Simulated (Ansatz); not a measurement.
# CH₃In + H₂O: a complex and its separated parts

Aim: how far the complex at one end of a reaction step lies below its separated, relaxed parts, level by level.

Program: Ansatz 0.2.0, Gaussian basis. Level of theory: PBE0-D4/def2-TZVP structures, single points in def2-TZVPP, no counterpoise correction. These are calculated values, not measurements.

Levels: SPW92, PBE-D4, BLYP-D4, r2SCAN-D4, B97M-V, PBE0-D4, B3LYP-D4, r2SCAN0-D4, BHLYP-D4, CAM-B3LYP-D4, wB97X-V, wB97M-V, B2PLYP, PBE-QIDH, RPA on PBE, Hartree-Fock, MP2, CCSD, CCSD(T).

Cores are frozen in the correlated methods. Filled d shells of the heavier atoms are correlated. Core potentials replace the inner electrons past krypton, and spin-orbit coupling is left out. B3LYP uses VWN-RPA correlation. B2PLYP carries no dispersion term here.

89 further runs of the same task are left out: 1 that didn't finish, 88 set aside as unsound or not needed.

### 1 The starting structure

The complex: 8 atoms, charge 0, spin multiplicity 1.

Atoms are counted from 1 here; the program's logs count them from 0.

Bond lengths: In1–C4 2.264 Å, O2–H3 0.962 Å, O2–H5 0.960 Å, C4–H6 1.098 Å, C4–H7 1.095 Å, C4–H8 1.098 Å. Angles: H3–O2–H5 107.1°, In1–C4–H6 111.0°, In1–C4–H7 112.3°, In1–C4–H8 111.3°, H6–C4–H7 106.9°, H6–C4–H8 107.9°, H7–C4–H8 107.2°.

As a file:

```csv
atom,x (Å),y (Å),z (Å)
In1,0.1731,1.8363,-0.4631
O2,-0.4706,-0.4161,-1.6855
H3,-0.2666,-1.0930,-1.0327
C4,0.1803,0.3093,1.2080
H5,-0.1677,-0.7429,-2.5363
H6,0.9715,-0.4372,1.0546
H7,0.3586,0.7652,2.1872
H8,-0.7785,-0.2215,1.2679
```

Its parts: CH₃In holds atoms 1, 4, 6, 7, 8; H₂O holds atoms 2, 3, 5. Each part counts its atoms afresh in its own runs.

### 2 Relaxing CH₃In alone

The input, relax-a/in.yaml:

```yaml
crystal:
  periodic: [false, false, false]
  atoms:
    - {symbol: In, position_ang: [0.173050, 1.836273, -0.463052]}
    - {symbol: C, position_ang: [0.180272, 0.309274, 1.207960]}
    - {symbol: H, position_ang: [0.971459, -0.437161, 1.054607]}
    - {symbol: H, position_ang: [0.358628, 0.765190, 2.187191]}
    - {symbol: H, position_ang: [-0.778480, -0.221540, 1.267862]}
basis:
  gaussian: {orbitals: def2-TZVP}
hamiltonian: {xc: pbe0, dispersion: d4}
relax: {f_tol: 0.005, max_steps: 200}
```

The run is started by

```
$ ansatz run in.yaml --threads 2 --pin off --events-out ev --progress --plain --max-ram 4352MiB
```

After this run come: Relaxing H₂O alone; SPW92/def2-TZVPP; PBE-D4/def2-TZVPP; BLYP-D4/def2-TZVPP; r2SCAN-D4/def2-TZVPP; B97M-V/def2-TZVPP; PBE0-D4/def2-TZVPP; B3LYP-D4/def2-TZVPP; r2SCAN0-D4/def2-TZVPP; BHLYP-D4/def2-TZVPP; CAM-B3LYP-D4/def2-TZVPP; wB97X-V/def2-TZVPP; wB97M-V/def2-TZVPP; B2PLYP/def2-TZVPP; PBE-QIDH/def2-TZVPP; RPA on PBE/def2-TZVPP; CCSD(T)/def2-TZVPP; Vibrations of CH₃In; Vibrations of H₂O.

What does the calculation give? Wanted: complex less parts, CCSD(T)/def2-TZVPP; with zero-point energy; largest T1 diagnostic.

**Answer**, as computed:

| quantity | value |
| --- | --- |
| complex less parts, CCSD(T)/def2-TZVPP | -28.0 kJ/mol |
| with zero-point energy | -21.7 kJ/mol |
| largest T1 diagnostic | 0.015 |

What this shows: At CCSD(T) the complex lies 28.0 kJ/mol below its parts. The functionals run from PBE-QIDH, off by -0.7 kJ/mol, to SPW92, off by -20.3 kJ/mol, against CCSD(T). Mean unsigned error by rung: LDA 20.3, GGA 4.4, meta-GGA 6.9, hybrid 4.1, range-separated hybrid 4.5, double hybrid 1.5 kJ/mol. PBE-D4 gives a relative energy 5.4 kJ/mol too low, outside chemical accuracy (1 kcal/mol, 4.2 kJ/mol). No counterpoise was applied, and triple zeta lacks some correlation, so the CCSD(T) reference has a basis error of its own, and close matches with it are partly luck.
